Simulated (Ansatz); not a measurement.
SnSe2, 3 atoms in the cell. It takes space group P-3m1 (No. 164, trigonal). Conventional cell: a = 3.811 Å, b = 3.811 Å, c = 6.136 Å, α = 90.00°, β = 90.00°, γ = 120.00°. Sn (site symmetry -3m) is surrounded by 6 Se at 2.68 Å. Se (site symmetry 3m) is surrounded by 3 Sn at 2.68 Å. 

* Program: Ansatz 0.2.0
* Task: relaxation of cell and atoms
* Functional: revPBE
* Dispersion: D4
* Potentials or basis: Ansatz PAW
* Cutoff: 420 eV (not typed: the program's choice for these potentials)
* k mesh: 8 × 8 × 5
* Occupations: fermi-dirac, width 0.05 eV
* Spin: no spin polarisation

Potentials or basis: Ansatz PAW.

Launch:

```sh
$ ansatz run input.yaml --threads 2 --pin off --max-ram 5120MiB --backend cpu --events-out ev --progress --plain --runs-dir out
```

Hardware: 2 threads of Arm Neoverse V1 (shared host).

How long does it take, and how much memory?

Run time: 22 s on 2 threads of Arm Neoverse V1, with other jobs on the host, peak memory 0.41 GiB. Counts: scf iterations 43, plane waves 1459, k points 40, bands 28, ion steps 7.
